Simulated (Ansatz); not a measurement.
# CH₄BFO: ionisation energy by level of theory

An exercise on one series of results from a longer session: the logs are not shown, and one member is left open.

Computed with Ansatz 0.2.0, Gaussian basis. Level: unrestricted cation, the program's frozen cores in correlated methods.

Plan: UKS PBE-D4/def2-TZVPP; UKS r2SCAN-D4/def2-TZVPP; UKS PBE0-D4/def2-TZVPP; UKS B3LYP-D4/def2-TZVPP; UKS wB97X-V/def2-TZVPP; UKS wB97M-V/def2-TZVPP; UKS B2PLYP/def2-TZVPP; UHF-MP2/def2-TZVPP; UHF-MP2/def2-QZVPP; then −ε(HOMO) from the neutral's earlier runs with LDA (SPW92), PBE-D4, revPBE-D4, BLYP-D4, r2SCAN-D4, B97M-V, PBE0-D4, B3LYP-D4, r2SCANh-D4, r2SCAN0-D4, HSE06-D4, BHLYP-D4, CAM-B3LYP-D4, LC-ωPBE, ωB97X-V, ωB97M-V.

1 further run of the same task is left out (it didn't finish).

**The relaxed structure**

The geometry comes from an earlier relaxation with PBE0-D4 in a triple-zeta def2 set; it is a stationary point, not always the lowest conformer.

SMILES `BOCF`, 8 atoms, charge 0, spin multiplicity 1.

Atoms are counted from 1 here; the program's logs count them from 0.

Bond lengths: B1–O2 1.350 Å, B1–H5 1.201 Å, B1–H6 1.193 Å, O2–C3 1.389 Å, C3–F4 1.363 Å, C3–H7 1.095 Å, C3–H8 1.092 Å. Angles: O2–B1–H5 119.7°, O2–B1–H6 116.8°, H5–B1–H6 123.5°, B1–O2–C3 121.2°, O2–C3–F4 108.8°, O2–C3–H7 111.1°, O2–C3–H8 108.4°, F4–C3–H7 108.1°, F4–C3–H8 108.1°, H7–C3–H8 112.2°.

Set-up of the first run:

Input file in.yaml:

```yaml
crystal:
  periodic: [false, false, false]
  atoms:
    - {symbol: B, position_ang: [-0.895606, 0.807452, 0.575661]}
    - {symbol: O, position_ang: [0.208753, 0.042087, 0.704346]}
    - {symbol: C, position_ang: [0.779096, -0.589925, -0.392857]}
    - {symbol: F, position_ang: [0.424820, -1.906086, -0.375825]}
    - {symbol: H, position_ang: [-1.369856, 0.988780, -0.512449]}
    - {symbol: H, position_ang: [-1.341009, 1.283194, 1.575408]}
    - {symbol: H, position_ang: [0.420494, -0.152564, -1.330534]}
    - {symbol: H, position_ang: [1.865506, -0.530039, -0.299548]}
basis:
  gaussian: {orbitals: def2-TZVPP}
total_charge: 1
magnetization: {spin_polarized: true, initial_magnetization: 1}
hamiltonian: {xc: pbe, dispersion: d4}
```

Run with:

```sh
> ansatz run in.yaml --threads 2 --pin off --events-out ev --progress --plain --max-ram 4352MiB
```

Steps of the session up to this table: Cation, UKS PBE-D4/def2-TZVPP; Cation, UKS r2SCAN-D4/def2-TZVPP; Cation, UKS PBE0-D4/def2-TZVPP; Cation, UKS B3LYP-D4/def2-TZVPP; Cation, UKS wB97X-V/def2-TZVPP; Cation, UKS wB97M-V/def2-TZVPP; Cation, UKS B2PLYP (frozen core)/def2-TZVPP; Cation, UHF-MP2/def2-TZVPP; Cation, UHF-MP2/def2-QZVPP.

One table of the session follows, with a row left open; its other results are not shown here.

Orbital estimates, from the neutral's runs:

| functional | −ε(HOMO) (eV) |
| --- | --- |
| LDA (SPW92) | 7.63 |
| PBE-D4 | 7.55 |
| revPBE-D4 | 7.51 |
| BLYP-D4 | 7.50 |
| r2SCAN-D4 | 7.89 |
| B97M-V | 8.03 |
| PBE0-D4 | 9.09 |
| B3LYP-D4 | 8.89 |
| r2SCANh-D4 | 8.46 |
| r2SCAN0-D4 | 9.31 |
| HSE06-D4 | 8.68 |
| BHLYP-D4 | 10.59 |
| CAM-B3LYP-D4 | 10.59 |
| LC-ωPBE | 11.93 |
| ωB97X-V | 11.59 |
| ωB97M-V | ? |

Estimate the missing values for ωB97M-V.

**Answer.** −ε(HOMO) (eV): 11.46. In the column «−ε(HOMO) (eV)» it lies between CAM-B3LYP-D4 (10.59) and ωB97X-V (11.59).
